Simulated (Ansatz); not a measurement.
Consider a ranking of structure types by relaxed energy of Rh on several prototypes (Ansatz 0.2.0 through its Python package).

`prototypes_rh.py`:
```python
"""Structural preference of Rh among simple prototypes."""

import warnings

import ansatz as az
import numpy as np
import spglib


def bcc(first, a):
    return az.Crystal.bcc(first, a=a)


def fcc(a_site, a):
    return (
        az.Lattice.fcc(a)
        .space_group(225)
        .atom(a_site, (0, 0, 0))
        .primitive()
    )


def sc(first, a):
    return (
        az.Lattice.cubic(a)
        .space_group(221)
        .atom(first, (0, 0, 0))
    )


def ground_state(name, crystal):
    calc = (
        crystal.calculation()
        .functional("mr2scan")
        .basis(34 * az.Ry)
        .scf(tolerance=1e-07, extra_bands=4, algorithm="density_mixing")
        .kpoints(spacing=0.26)
        .occupations("cold", width=0.1)
        .stress()
        .band_table()
    )
    calc = calc.relax(force_tolerance=0.03, cell=True)
    return calc.run(threads=1, backend="cpu")

def relaxed_twice(name, crystal):
    # the second pass draws mesh and plane waves anew for the relaxed cell
    first = ground_state(name, crystal)
    again = az.Crystal(lattice=az.Lattice.of(first.lattice.cell_ang))
    for site in first.report["lattice"]["sites"]:
        again = again.atom(site["symbol"], site["position_frac"])
    return ground_state(name, again)


def space_group(outcome):
    sites = outcome.report["lattice"]["sites"]
    kinds = sorted({site["symbol"] for site in sites})
    cell = (outcome.lattice.cell_ang, [site["position_frac"] for site in sites], [kinds.index(site["symbol"]) for site in sites])
    return spglib.get_spacegroup(cell, symprec=0.01)


def volume_per_atom(outcome):
    return abs(np.linalg.det(outcome.lattice.cell_ang)) / len(outcome.lattice.sites)


def pressure_gpa(outcome):
    return float(np.trace(outcome.report["stress_gpa"]) / 3)


def main() -> None:
    # starting lattice constants are rough guesses; the relaxation finds the rest
    warnings.simplefilter("ignore", az.DeckWarning)

    phases = {}
    phases["bcc"] = bcc("Rh", 3.01)
    phases["fcc"] = fcc("Rh", 3.8)
    phases["sc"] = sc("Rh", 2.47)

    done = {}
    for name, crystal in phases.items():
        try:
            done[name] = relaxed_twice(name, crystal)
        except az.NonConvergedError as error:
            print(name, "did not converge:", str(error)[:120])

    energy = {name: o.report["energy_sigma0_ev"] / len(o.lattice.sites) for name, o in done.items()}
    lowest = min(energy.values())
    rows = [(name, len(o.lattice.sites), 1000 * (energy[name] - lowest), space_group(o), volume_per_atom(o), pressure_gpa(o)) for name, o in done.items()]
    rows.sort(key=lambda row: row[2])
    print("| phase | atoms | dE (meV/atom) | space group | V (A^3/atom) | P (GPa) |")
    print("| --- | --- | --- | --- | --- | --- |")
    for row in rows:
        print(f"| {row[0]} | {row[1]:d} | {row[2]:.1f} | {row[3]} | {row[4]:.3f} | {row[5]:.2f} |")


if __name__ == "__main__":
    main()
```

Which of these structures comes out lowest, and how far apart are they?

By space group at the end of each run: Fm-3m (+0 meV an atom, 13.7 Å³), Im-3m (+371 meV an atom, 14.1 Å³) and Pm-3m (+803 meV an atom, 15.9 Å³).

What the script printed:

`python prototypes_rh.py` gives:
```text
| phase | atoms | dE (meV/atom) | space group | V (A^3/atom) | P (GPa) |
| --- | --- | --- | --- | --- | --- |
| fcc | 1 | 0.0 | Fm-3m (225) | 13.704 | -0.00 |
| bcc | 1 | 370.8 | Im-3m (229) | 14.098 | 0.02 |
| sc | 1 | 803.2 | Pm-3m (221) | 15.874 | -0.00 |
```

The settings weren't tested for convergence. The cutoff lies under the one recommended for these potentials. Under the recommended cutoff a pressure can be off by several GPa, even in sign. For the metals among these phases the mesh is modest: differences between phases can be off by up to 40 meV an atom. The program warned that this SCF threshold is loose for forces or stresses. Pressure is positive in compression. The cells are built on prototypes, so most aren't the phase found in nature. Rows bear the name of their start, and a relaxation keeps or raises the symmetry. Differences under about 40 meV an atom lie within the error of mesh and functional. The script silences the warnings on its input, which a real study should read. Timing: 38 s on 1 thread of Arm Neoverse V1, on a shared host, peak memory 0.4 GiB.
